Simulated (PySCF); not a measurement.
# The bond of NaBe+, level by level

One job finds the state of NaBe+, follows it along the bond with each method and fits the curves.

Method: Na cc-pVDZ, Be cc-pVDZ, no relativity; program: PySCF 2.14.0.

### Step 1. Input

Settings of the job:

```yaml
atoms: Na, Be
charge: 1
basis: Na cc-pVDZ, Be cc-pVDZ
Hamiltonian: no relativity
basis_functions: 32
electrons_treated: 14
masses_in_u: 22.9898, 9.0122
levels: PBE0, PBE, r²SCAN, BP86, M06, TPSS, HF, MP2, SCS-MP2, CCSD, CCSD(T)
grid: 80 radial by 434 angular points
occupations: held fixed by the projection of orbital angular momentum
dissociation_limit: Na+ + Be, each in its ground configuration
starting_distance_in_angstrom: 2.635
values_of_2S_to_try: 0, 2
```

Launch:

```bash
$ OMP_NUM_THREADS=1 python dia.py task.json out
```

After this run come: PBE0 along the bond; Excited determinants; PBE; r²SCAN; BP86 (GGA); M06 (hybrid meta-GGA); TPSS (meta-GGA); RHF; Correlated methods on the Hartree–Fock reference.

**Question.** What will these runs give? Wanted: for each run, Re; ωe; De; μ.

**Answer**, as computed:

Lowest PBE0 solution found, without spin–orbit coupling: ¹Σ⁺ (singlet), closed shell. State 2 has its PBE0 minimum 2.02 eV higher. The other levels ran on the lowest alone.

```
      level  Re (Å)  ωe (cm⁻¹)  De (eV)  μ (D)
        RHF   3.068      184.3    0.368  -0.98
    RHF-MP2   3.059      185.4    0.359    n/a
RHF-SCS-MP2   3.059      184.9    0.355    n/a
   RHF-CCSD   3.055      182.8    0.322    n/a
RHF-CCSD(T)   3.054      182.9    0.323    n/a
        PBE   2.957      201.8    0.471  -0.63
       BP86   3.010      187.0    0.392  -0.84
       TPSS   2.982      202.2    0.453  -0.69
     r²SCAN   3.004      193.3    0.415  -0.82
       PBE0   2.960      202.7    0.449  -0.69
        M06   3.068      179.5    0.425  -0.91
```

De is counted to Na+ + Be in their ground configurations. A positive dipole points from Na to Be; in an ion it is taken about the centre of mass and does not tell which atom is negative.

The methods spread over 0.112 Å in bond length, from PBE to M06. CCSD(T) can't serve as the judge here: for a weak bond in this basis it is far from its limit. Among the levels with a De in the table, it runs from 0.322 eV (RHF-CCSD) to 0.471 eV (PBE).

Correlated steps freeze 1 core orbital.
